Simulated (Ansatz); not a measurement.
# C2H6Zn: the cost of one run

Computed with Ansatz 0.2.0, Gaussian basis. Level: PBE0-D4/def2-TZVP structures, single points in def2-TZVPP, no counterpoise correction.

Levels: SPW92, PBE-D4, BLYP-D4, r2SCAN-D4, B97M-V, PBE0-D4, B3LYP-D4, r2SCAN0-D4, BHLYP-D4, CAM-B3LYP-D4, wB97X-V, wB97M-V, B2PLYP, PBE-QIDH, RPA on PBE, Hartree-Fock, MP2, CCSD, CCSD(T).

Cores are frozen in the correlated methods. The 3s and 3p shells of Cu and Zn are frozen; filled d shells are correlated. B3LYP uses VWN-RPA correlation. B2PLYP carries no dispersion term here.

94 further runs of the same task are left out: 94 set aside as unsound or not needed.

## 1. The system as given

The complex: 12 atoms, charge 0, spin multiplicity 1.

Atoms are counted from 1 here; the program's logs count them from 0.

Bond lengths: Zn1–C2 1.952 Å, Zn1–C3 1.952 Å, C2–H6 1.093 Å, C2–H7 1.094 Å, C2–H8 1.094 Å, C3–H9 1.094 Å, C3–H10 1.094 Å, C3–H11 1.093 Å, H4–Se5 1.467 Å, Se5–H12 1.467 Å. Angles: C2–Zn1–C3 172.4°, Zn1–C2–H6 112.1°, Zn1–C2–H7 110.9°, Zn1–C2–H8 110.9°, H6–C2–H7 107.6°, H6–C2–H8 107.7°, H7–C2–H8 107.5°, Zn1–C3–H9 110.9°, Zn1–C3–H10 110.9°, Zn1–C3–H11 112.1°, H9–C3–H10 107.5°, H9–C3–H11 107.6°, H10–C3–H11 107.7°, H4–Se5–H12 91.6°.

Coordinates:

```xyz
12

Zn   -0.6826   -0.0883    0.2277
C    -0.6869    1.6033    1.2020
C    -0.9378   -1.7726   -0.7256
H     2.4964    1.3225   -0.4396
Se    2.4558   -0.1124   -0.1369
H    -1.6876    1.8767    1.5466
H    -0.3210    2.4181    0.5697
H    -0.0360    1.5499    2.0797
H    -0.6190   -1.6829   -1.7686
H    -0.3480   -2.5726   -0.2686
H    -1.9839   -2.0897   -0.7262
H     2.3508   -0.4521   -1.5603
```

Its parts: C₂H₆Zn holds atoms 1, 2, 3, 6, 7, 8, 9, 10, 11; H₂Se holds atoms 4, 5, 12. Each part counts its atoms afresh in its own runs.

## 2. Relaxing C₂H₆Zn alone

File relax-a/in.yaml:

```yaml
crystal:
  periodic: [false, false, false]
  atoms:
    - {symbol: Zn, position_ang: [-0.682636, -0.088307, 0.227729]}
    - {symbol: C, position_ang: [-0.686904, 1.603311, 1.201980]}
    - {symbol: C, position_ang: [-0.937835, -1.772589, -0.725624]}
    - {symbol: H, position_ang: [-1.687582, 1.876660, 1.546644]}
    - {symbol: H, position_ang: [-0.320995, 2.418086, 0.569743]}
    - {symbol: H, position_ang: [-0.035969, 1.549876, 2.079683]}
    - {symbol: H, position_ang: [-0.619038, -1.682907, -1.768559]}
    - {symbol: H, position_ang: [-0.347992, -2.572625, -0.268584]}
    - {symbol: H, position_ang: [-1.983933, -2.089699, -0.726204]}
basis:
  gaussian: {orbitals: def2-TZVP}
hamiltonian: {xc: pbe0, dispersion: d4}
relax: {f_tol: 0.005, max_steps: 200}
```

Launch:

```sh
> ansatz run in.yaml --threads 4 --pin off --events-out ev --progress --plain --max-ram 41984MiB --backend cpu
```

**Question.** How long does this run take on 4 threads of AMD EPYC 7R13, shared host?

About 6.5 s.
